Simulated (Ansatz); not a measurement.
# Alloy of InAs and AlAs (10 of 16 In sites exchanged), 32 atoms with displaced atoms, biaxial strain -2.0 %

Wanted: the effect of changed settings on energy, forces, pressure and convergence.

All numbers are computed with Ansatz 0.2.0 (PAW, plane waves).

## 1. The system as built

32 atoms (10 Al, 6 In, 16 As); a = 11.413 Å, b = 11.413 Å, c = 5.823 Å, α = 90.00°, β = 90.00°, γ = 90.00°. All atoms were shaken off their sites by about 0.04 Å along each axis.

Coordinates:

```cif
data_structure
_symmetry_space_group_name_H-M 'P 1'
_symmetry_Int_Tables_number 1
_cell_length_a 11.4128
_cell_length_b 11.4128
_cell_length_c 5.8229
_cell_angle_alpha 90.000
_cell_angle_beta 90.000
_cell_angle_gamma 90.000
_cell_volume 758.44
loop_
_atom_site_label
_atom_site_type_symbol
_atom_site_fract_x
_atom_site_fract_y
_atom_site_fract_z
_atom_site_occupancy
Al1 Al 0.00523 0.00186 0.99968 1
Al2 Al 0.00318 0.50178 0.00210 1
Al3 Al 0.49826 0.49861 0.99293 1
Al4 Al 0.24944 0.25088 0.00742 1
Al5 Al 0.75340 0.74828 0.00456 1
Al6 Al 0.25624 0.00357 0.49462 1
Al7 Al 0.75223 0.50263 0.50402 1
Al8 Al 0.00604 0.25350 0.49997 1
Al9 Al 0.49678 0.24507 0.50205 1
Al10 Al 0.50096 0.75331 0.50065 1
In1 In 0.50199 0.99562 0.99370 1
In2 In 0.24768 0.74488 0.00500 1
In3 In 0.75317 0.25011 0.00776 1
In4 In 0.25649 0.50348 0.48291 1
In5 In 0.74654 0.00653 0.49190 1
In6 In 0.99499 0.74927 0.49885 1
As1 As 0.12526 0.12756 0.23877 1
As2 As 0.12401 0.61928 0.25266 1
As3 As 0.62098 0.12973 0.25460 1
As4 As 0.61672 0.62622 0.24148 1
As5 As 0.37743 0.37438 0.25049 1
As6 As 0.37309 0.88217 0.25601 1
As7 As 0.88239 0.37105 0.25025 1
As8 As 0.87464 0.87052 0.25640 1
As9 As 0.37864 0.12491 0.75115 1
As10 As 0.37125 0.62568 0.75081 1
As11 As 0.87988 0.12328 0.74833 1
As12 As 0.87452 0.62562 0.76006 1
As13 As 0.12604 0.37533 0.74352 1
As14 As 0.12192 0.87392 0.75236 1
As15 As 0.63011 0.37687 0.74990 1
As16 As 0.62466 0.87235 0.75244 1
```

## 2. PBEsol single point

Input file in.yaml:

```yaml
crystal:
  lattice:
    - [11.412815, 0.000000, 0.000000]
    - [0.000000, 11.412815, 0.000000]
    - [0.000000, 0.000000, 5.822865]
  atoms:
    - { symbol: Al, position: [0.005231, 0.001858, 0.999682] }
    - { symbol: Al, position: [0.003181, 0.501781, 0.002103] }
    - { symbol: Al, position: [0.498256, 0.498610, 0.992926] }
    - { symbol: Al, position: [0.249439, 0.250883, 0.007420] }
    - { symbol: Al, position: [0.753395, 0.748284, 0.004561] }
    - { symbol: Al, position: [0.256242, 0.003572, 0.494615] }
    - { symbol: Al, position: [0.752228, 0.502633, 0.504020] }
    - { symbol: Al, position: [0.006037, 0.253499, 0.499972] }
    - { symbol: Al, position: [0.496781, 0.245066, 0.502054] }
    - { symbol: Al, position: [0.500955, 0.753307, 0.500647] }
    - { symbol: In, position: [0.501993, 0.995624, 0.993703] }
    - { symbol: In, position: [0.247684, 0.744882, 0.005004] }
    - { symbol: In, position: [0.753170, 0.250108, 0.007756] }
    - { symbol: In, position: [0.256490, 0.503478, 0.482910] }
    - { symbol: In, position: [0.746537, 0.006529, 0.491902] }
    - { symbol: In, position: [0.994989, 0.749271, 0.498846] }
    - { symbol: As, position: [0.125256, 0.127559, 0.238774] }
    - { symbol: As, position: [0.124014, 0.619281, 0.252658] }
    - { symbol: As, position: [0.620979, 0.129732, 0.254601] }
    - { symbol: As, position: [0.616716, 0.626220, 0.241477] }
    - { symbol: As, position: [0.377431, 0.374384, 0.250485] }
    - { symbol: As, position: [0.373091, 0.882169, 0.256013] }
    - { symbol: As, position: [0.882389, 0.371049, 0.250253] }
    - { symbol: As, position: [0.874638, 0.870515, 0.256398] }
    - { symbol: As, position: [0.378638, 0.124915, 0.751153] }
    - { symbol: As, position: [0.371249, 0.625683, 0.750814] }
    - { symbol: As, position: [0.879881, 0.123283, 0.748326] }
    - { symbol: As, position: [0.874523, 0.625621, 0.760061] }
    - { symbol: As, position: [0.126041, 0.375333, 0.743524] }
    - { symbol: As, position: [0.121917, 0.873923, 0.752356] }
    - { symbol: As, position: [0.630112, 0.376872, 0.749904] }
    - { symbol: As, position: [0.624663, 0.872347, 0.752440] }
  symmetry: { detect: false }
kpoints:
  mp_grid: { grid: [1, 1, 1], shift: [0.25, 0.25, 0.25] }
hamiltonian:
  xc: pbesol
scf:
  occupations: { method: fermi_dirac, width: 0.01 }
output:
  forces: true
  eigenvalues: true
  stress: true
  populations: true
  eigenstates: { kpoints: [[0.25, 0.25, 0.25]], e_range: [-6.0, 6.0], localisation: true }
```

The run is started by

```
$ ansatz run in.yaml --threads 2 --pin off --max-ram 19000MiB --runs-dir r --events-out ev --progress --plain
```

## 3. Changed settings: k points 1×1×2, cutoff 400 eV

Changes to in.yaml since step 2:

```diff
@@ -38,5 +38,5 @@
     - { symbol: As, position: [0.624663, 0.872347, 0.752440] }
-  symmetry: { detect: false }
 kpoints:
-  mp_grid: { grid: [1, 1, 1], shift: [0.25, 0.25, 0.25] }
+  mp_grid: { grid: [1, 1, 2] }
+basis: { ecutwfc: 400 }
 hamiltonian:
@@ -45,2 +45,3 @@
   occupations: { method: fermi_dirac, width: 0.01 }
+  max_iter: 80
 output:
@@ -49,3 +50,5 @@
   stress: true
-  populations: true
-  eigenstates: { kpoints: [[0.25, 0.25, 0.25]], e_range: [-6.0, 6.0], localisation: true }
+  write_density: true
+  write_potential: true
+  elf: true
+  volumetric_format: npy
```

## 4. Run again with k points 2×2×1, functional LDA, charge changed by -1

Changes to in.yaml since step 3:

```diff
@@ -39,9 +39,9 @@
 kpoints:
-  mp_grid: { grid: [1, 1, 2] }
-basis: { ecutwfc: 400 }
+  mp_grid: { grid: [2, 2, 1] }
 hamiltonian:
-  xc: pbesol
+  xc: lda
+total_charge: -1
 scf:
   occupations: { method: fermi_dirac, width: 0.01 }
-  max_iter: 80
+  max_iter: 50
 output:
@@ -50,5 +50 @@
   stress: true
-  write_density: true
-  write_potential: true
-  elf: true
-  volumetric_format: npy
```

## 5. Changed settings: accuracy low, smearing width 0.001 eV

Changes to in.yaml since step 4:

```diff
@@ -1 +1,2 @@
+accuracy: low
 crystal:
@@ -38,10 +39,10 @@
     - { symbol: As, position: [0.624663, 0.872347, 0.752440] }
+  symmetry: { detect: false }
 kpoints:
-  mp_grid: { grid: [2, 2, 1] }
+  mp_grid: { grid: [1, 1, 1], shift: [0.25, 0.25, 0.25] }
 hamiltonian:
-  xc: lda
-total_charge: -1
+  xc: pbesol
 scf:
-  occupations: { method: fermi_dirac, width: 0.01 }
-  max_iter: 50
+  occupations: { method: fermi_dirac, width: 0.001 }
+  max_iter: 100
 output:
```

## 6. Variant: mixing beta 0.03, cutoff 400 eV, smearing width 0.1 eV

Changes to in.yaml since step 5:

```diff
@@ -1,2 +1 @@
-accuracy: low
 crystal:
@@ -42,2 +41,3 @@
   mp_grid: { grid: [1, 1, 1], shift: [0.25, 0.25, 0.25] }
+basis: { ecutwfc: 400 }
 hamiltonian:
@@ -45,4 +45,5 @@
 scf:
-  occupations: { method: fermi_dirac, width: 0.001 }
-  max_iter: 100
+  occupations: { method: fermi_dirac, width: 0.1 }
+  max_iter: 50
+  mixing: { beta: 0.03 }
 output:
```

## 7. Variant: cutoff 300 eV, k points 3×3×3, smearing width 0.1 eV

Changes to in.yaml since step 6:

```diff
@@ -38,6 +38,5 @@
     - { symbol: As, position: [0.624663, 0.872347, 0.752440] }
-  symmetry: { detect: false }
 kpoints:
-  mp_grid: { grid: [1, 1, 1], shift: [0.25, 0.25, 0.25] }
-basis: { ecutwfc: 400 }
+  mp_grid: { grid: [3, 3, 3] }
+basis: { ecutwfc: 300 }
 hamiltonian:
@@ -46,4 +45,3 @@
   occupations: { method: fermi_dirac, width: 0.1 }
-  max_iter: 50
-  mixing: { beta: 0.03 }
+  max_iter: 60
 output:
```

Before running it: what results should come out? Wanted: for each run, settings; status; energy from base; forces from base.

As calculated:

| settings | status | cycles | time | energy from base (meV/atom) | forces from base (eV/Å rms) | filled to empty level on the mesh (eV) |
| --- | --- | --- | --- | --- | --- | --- |
| base | converged | 8 | 29 s (2 CPU threads) | 0 | 0 | 2.34 |
| k points 1×1×2, cutoff 400 eV | converged | 7 | 5.5 s (GPU) | +74.8 | 0.021 | 1.02 |
| k points 2×2×1, functional LDA, charge changed by -1 | converged | 9 | 6 s (GPU) | - | 0.077 | 0.08 |
| accuracy low, smearing width 0.001 eV | converged | 8 | 10 s (2 CPU threads) | 0.0 | 0.000 | 2.34 |
| mixing beta 0.03, cutoff 400 eV, smearing width 0.1 eV | converged | 10 | 11 s (2 CPU threads) | +0.4 | 0.000 | 2.34 |
| cutoff 300 eV, k points 3×3×3, smearing width 0.1 eV | converged, settings too loose | 8 | 4 s (GPU) | +58.6 | 0.012 | 1.05 |

**What this shows.** Among these variants the forces move most with k points 2×2×1, functional LDA, charge changed by -1 (0.077 eV/Å rms). The base mesh is coarse for so small a cell, so pressure, spacing and their changes aren't converged values of the solid.
